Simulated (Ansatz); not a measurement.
# CH₆BGa: how energies converge with the basis set

The task here is to estimate one member of a computed series from the others.

Computed with Ansatz 0.2.0, Gaussian basis. Level: one geometry, several basis sets.

Plan: PBE0-D4/def2-SVP; ωB97M-V/def2-SVP; PBE0-D4/def2-QZVPP; ωB97M-V/def2-QZVPP; the functionals' def2-TZVPP values are taken from earlier runs.

## Structure used throughout

All runs share one geometry, relaxed beforehand with PBE0-D4 in a triple-zeta def2 set.

SMILES `C[BH][GaH2]`, 9 atoms, charge 0, spin multiplicity 1.

Atoms are counted from 1 here; the program's logs count them from 0.

Bond lengths: C1–B2 1.556 Å, C1–H4 1.094 Å, C1–H5 1.104 Å, C1–H6 1.091 Å, B2–Ga3 2.078 Å, B2–H7 1.205 Å, Ga3–H8 1.579 Å, Ga3–H9 1.579 Å. Angles: B2–C1–H4 113.6°, B2–C1–H5 103.4°, B2–C1–H6 117.2°, H4–C1–H5 104.9°, H4–C1–H6 109.8°, H5–C1–H6 106.7°, C1–B2–Ga3 126.0°, C1–B2–H7 116.3°, Ga3–B2–H7 117.6°, B2–Ga3–H8 122.9°, B2–Ga3–H9 122.6°, H8–Ga3–H9 114.5°.

Set-up of the first run:

Contents of in.yaml:

```yaml
crystal:
  periodic: [false, false, false]
  atoms:
    - {symbol: C, position_ang: [-0.655962, 1.050474, -0.726069]}
    - {symbol: B, position_ang: [-0.436046, -0.403635, -0.216425]}
    - {symbol: Ga, position_ang: [1.038694, -1.022191, 1.111101]}
    - {symbol: H, position_ang: [-1.704776, 1.292797, -0.920296]}
    - {symbol: H, position_ang: [-0.175744, 1.049276, -1.720507]}
    - {symbol: H, position_ang: [-0.191167, 1.855171, -0.155028]}
    - {symbol: H, position_ang: [-1.154214, -1.249052, -0.686624]}
    - {symbol: H, position_ang: [2.492175, -1.430881, 0.648484]}
    - {symbol: H, position_ang: [0.787030, -1.141950, 2.665354]}
basis:
  gaussian: {orbitals: def2-SVP}
hamiltonian: {xc: pbe0, dispersion: d4}
output: {orbitals: {seedname: orbitals}}
```

Launch:

```
> ansatz run in.yaml --threads 2 --pin off --events-out ev --progress --plain --max-ram 22528MiB --backend cpu
```

Steps of the session up to this table: PBE0-D4 in def2-SVP; ωB97M-V in def2-SVP; PBE0-D4 in def2-QZVPP; ωB97M-V in def2-QZVPP.

One table of the session follows, with a row left open; its other results are not shown here.

It belongs to the step «Functionals by basis». 

| functional | basis | HOMO (eV) | LUMO (eV) |
| --- | --- | --- | --- |
| PBE0-D4 | def2-SVP | -7.11 | -1.53 |
| PBE0-D4 | def2-TZVPP | -7.13 | -1.59 |
| PBE0-D4 | def2-QZVPP | -7.14 | -1.61 |
| ωB97M-V | def2-SVP | -9.21 | 0.27 |
| ωB97M-V | def2-TZVPP | ? | ? |
| ωB97M-V | def2-QZVPP | -9.28 | 0.01 |

**Question.** Estimate the row for ωB97M-V, def2-TZVPP.

As computed: HOMO (eV): -9.27; LUMO (eV): 0.17. In the column «HOMO (eV)» it lies between ωB97M-V, def2-QZVPP (-9.28) and ωB97M-V, def2-SVP (-9.21).
